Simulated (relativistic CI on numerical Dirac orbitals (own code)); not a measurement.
# Ce VIII (Ce⁷⁺): levels and lines

Aim: the low levels of Ce⁷⁺, their labels and the strongest lines; runs with one setting changed show what the result hangs on.

The numbers are computed with relativistic CI on numerical Dirac orbitals (own code) version 4 (Dirac-Coulomb-Breit CI, KLI orbitals optimised for each configuration, model QED (radiative potential, 1s self-energy scaled to tabulated hydrogen-like ionisation energies)), except any that are marked as measured or tabulated.

### 1 What is computed

| Property | Result |
| --- | --- |
| ion | Ce⁷⁺ (Ce VIII) |
| nuclear charge | 58 |
| electrons | 51 |
| isotope | A = 140 |
| first configuration typed | [Kr] 4d10 5s2 5p3 |

Outer shells as boxes (Hund's rule):

first configuration typed
```
[Kr] core
4d [↑↓][↑↓][↑↓][↑↓][↑↓]
5s [↑↓]
5p [↑ ][↑ ][↑ ]
```

### 2 Base run

Input settings:

```ini
atom Ce  Z=58  charge=7  electrons=51
nucleus A=140  rms_radius_fm=4.8771
hamiltonian dirac-coulomb  breit=on  qed=on  c_scale=1
orbitals kli  potential=per-configuration
slater_scale 1
correlation none
mixing on
configurations
  [Kr] 4d10 5s2 5p3
  [Kr] 4d10 4f 5s2 5p2
  [Kr] 4d10 5s 5p4
  [Kr] 4d10 5s2 5p2 5d
  [Kr] 4d10 5p5
  [Kr] 4d10 4f2 5s 5p2
  [Kr] 4d10 4f 5s2 5p 5d
  [Kr] 4d10 4f 5s 5p3
  [Kr] 4d10 5s 5p3 5d
  [Kr] 4d10 5s2 5p2 5f
  [Kr] 4d10 4f 5p4
  [Kr] 4d10 4f 5s2 5p 6s
  [Kr] 4d10 5s2 5p2 5g
  [Kr] 4d10 5s2 5p2 6s
  [Kr] 4d10 5s 5p3 5f
  [Kr] 4d10 5s2 5p2 6p
  [Kr] 4d10 5p4 5d
  [Kr] 4d10 5s 5p3 5g
  [Kr] 4d10 4f 5p3 5d
  [Kr] 4d10 5s 5p2 5d2
  [Kr] 4d10 4f 5s2 5p 5g
  [Kr] 4d10 5s2 5p2 6d
  [Kr] 4d10 5p4 6s
  [Kr] 4d10 4f 5s 5p2 5f
  [Kr] 4d10 5s 5p3 6s
  [Kr] 4d10 5s2 5p 5d 5f
  [Kr] 4d10 4f2 5s2 5p
  [Kr] 4d10 4f3 5s2
  [Kr] 4d10 4f2 5s2 5d
  [Kr] 4d10 4f3 5s 5p
  [Kr] 4d10 4f2 5s 5p 5d
  [Kr] 4d10 4f2 5s2 5f
  [Kr] 4d10 4f2 5p3
  [Kr] 4d10 4f3 5p2
  [Kr] 4d10 4f2 5p2 5d
  [Kr] 4d10 4f2 5p2 5f
  [Kr] 4d10 5s2 5p 5d2
  [Kr] 4d10 4f 5s2 5d2
  [Kr] 4d10 5s2 5d3
  [Kr] 4d10 4f 5s 5p 5d2
  [Kr] 4d10 5s 5p 5d3
  [Kr] 4d10 5s2 5d2 5f
  [Kr] 4d10 4f 5s 5p2 6s
  [Kr] 4d10 4f2 5s 5p 6s
  [Kr] 4d10 4f 5s 5p 5d 6s
  [Kr] 4d10 4f2 5p2 6s
  [Kr] 4d10 4f 5p2 5d 6s
  [Kr] 4d10 4f 5s 5p 5f 6s
end
```

Launch:

```sh
> python run_levels.py task.json out
```

The settings of every run stand in task.json; they run in order.

### 3 Without configuration mixing

Changes to the settings of step 2:

```diff
@@ -6,3 +6,3 @@
 correlation none
-mixing on
+mixing off
 configurations
```

### 4 The first configuration alone

Input settings:

```ini
atom Ce  Z=58  charge=7  electrons=51
nucleus A=140  rms_radius_fm=4.8771
hamiltonian dirac-coulomb  breit=on  qed=on  c_scale=1
orbitals kli  potential=per-configuration
slater_scale 1
correlation none
mixing on
configurations
  [Kr] 4d10 5s2 5p3
end
```

(Steps that only read results are left out.)

Q: Predict the outcome of this session. Wanted: lowest level; first excitation; lowest level of the other parity; fastest E1 line; ionisation energy.

The runs gave:

| run | time | mean size of shift, levels followed (cm⁻¹) | lowest level | ionisation energy (eV) |
| --- | --- | --- | --- | --- |
| main run | 19 s | 0 | 5p3 4S°3/2 | 106.49 |
| without configuration mixing | 17 s | 6629 | 5p3 4S°3/2 | - |
| the first configuration alone | 0.071 s | 4364 | 5p3 4S°3/2 | - |

The tabulated theoretical ionisation energy (NIST) is 106 eV.

| quantity | value |
| --- | --- |
| lowest level | 5p3 4S°3/2 |
| first excitation | 5p3 2D°3/2, 23105 cm⁻¹ |
| lowest level of the other parity | 5s 5p4 4P5/2, 152179 cm⁻¹ |
| levels in the model | 12575 |
| fastest E1 line (by rate) to the lowest level among the lowest 400 of 12575 levels | 35.15 nm, from 5p2 5d 4P3/2 + 2P |
| ionisation energy | 106.49 eV |
| ionisation energy, tabulated theoretical (NIST) | 106 eV |

5p3 4S°3/2 comes out lowest; its LS label holds 64 % and its jj label 78 %; over the low levels the means are 61 and 83 %, so jj coupling describes them better. The ionisation energy agrees with the tabulated theoretical value within its uncertainty of 2.1 eV. The largest mover is «without configuration mixing» (6629 cm⁻¹ on average). Low levels that differ in the count of f electrons can be misplaced by several ten thousand cm⁻¹. Lifetimes count radiative decay inside the model alone.
